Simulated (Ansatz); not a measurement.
## BrH3Si, SMILES [SiH3]Br: a relaxed scan of one distance, step by step

With the Ansatz DFT code, driven from Python.

`brh3si.xyz`
```text
5

Si   -0.09280    0.00020   -0.02830
Br    1.85580   -0.72640    0.50820
H    -1.09170   -0.10020    1.10430
H    -0.59160   -0.71900   -1.19690
H    -0.02980    1.47170   -0.42870
```

Typed at the interpreter:
```pycon
>>> import ansatz as az
>>> import numpy as np
>>> config = {
...     'basis': 'def2-SVP',
...     'xc': 'PBE',
...     'vdw': 'd3bj',
... }
>>> system = az.Crystal.molecule_from_extxyz('brh3si.xyz')
>>> job = system.calculation()
>>> job = job.basis(gaussian=config['basis'])
>>> job = job.functional(config['xc'], dispersion=config['vdw'])
>>> symbols = [site.symbol for site in system.cartesian_sites]
>>> pairs = [(0, 1), (0, 2), (0, 3), (0, 4)]
>>> print('held (A)   E (eV)        ', '  '.join(f'{symbols[i]}{i}-{symbols[j]}{j}' for i, j in pairs))
held (A)   E (eV)         Si0-Br1  Si0-H2  Si0-H3  Si0-H4
>>> for length in [1.34, 1.46, 1.58, 1.75, 1.97]:
...     report = job.relax(constraints=[az.DistanceConstraint((0, 3), at=length)], force_tolerance=0.02, max_steps=60).run(threads=1, pin='off').report
...     xyz = np.array(report['positions_ang'])
...     print(f'{length:6.2f} {report["free_energy_ev"]:14.5f}  ', '  '.join(f'{np.linalg.norm(xyz[i] - xyz[j]):.3f}' for i, j in pairs))
...
DeckWarning: relax.constraints: the input's atoms, or those drawn, lie off the distances that are held; a relaxation that starts there is brought onto them ahead of its first SCF, by positions alone, an atom by 6.00e-2 Å at the most. With the symmetry detection on, the symmetry is detected on the input's atoms as so brought (as typed, where only the drawn atoms reach the distances), and notices that speak of the structure as typed mean those atoms
  1.34   -77947.64181   2.244  1.501  1.340  1.501
  1.46   -77947.90756   2.241  1.500  1.460  1.500
  1.58   -77947.87387   2.239  1.500  1.580  1.500
  1.75   -77947.55042   2.235  1.499  1.750  1.499
  1.97   -77946.93372   2.230  1.499  1.970  1.499
```

Caveats:
- The settings weren't tested for convergence.
- Warnings are shown shortened and without file and line.
- The energies are electronic: no zero-point or thermal terms, and the basis set is short of its limit.
- Wall time of the script: 33 s on 1 thread of Arm Neoverse V1 (shared host), peak memory 0.19 GiB.
